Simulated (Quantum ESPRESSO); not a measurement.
The system is Si.

```
CELL_PARAMETERS angstrom
0.00000 2.70192 2.70192
2.70192 0.00000 2.70192
2.70192 2.70192 0.00000
ATOMIC_POSITIONS crystal
Si 0.00000 0.00000 0.00000
Si 0.25000 0.25000 0.25000
```

```yaml
Program: Quantum ESPRESSO 7.5
Task: phonons
Functional: PBE
Potentials_or_basis: PseudoDojo 0.4.1 SR PBE standard
Cutoff: 490 eV
Density_cutoff: 1959 eV
k_mesh: 10 × 10 × 10, shifted
Occupations: fermi-dirac, width 0.01 eV
Spin: no spin polarisation
Mixing_beta: 0.5
Most_SCF_iterations: 120
SCF_threshold: 4e-10 Ry
```

The first run showed a gap, so the response started from a second, tighter run with fixed occupations.

Task: Which optical modes does the crystal have at the zone centre, and which show in infrared and Raman spectra?

Result: The optical modes are T2g. None is infrared active. Raman active: T2g.

Optical modes at Γ, degenerate ones joined, polar ones without the macroscopic field:
| cm⁻¹ | components | symmetry | active in | IR intensity, summed ((D/Å)²/amu) |
| --- | --- | --- | --- | --- |
| 521 | 3 | T2g | Raman | 0.00 |

Born effective charge tensors (e):
atom 1, Si
```
0.00 0.00 0.00
0.00 0.00 0.00
0.00 0.00 0.00
```
atom 2, Si
```
0.00 0.00 0.00
0.00 0.00 0.00
0.00 0.00 0.00
```

Caveat: the cell is more than 3 GPa from zero pressure, which shifts response properties.
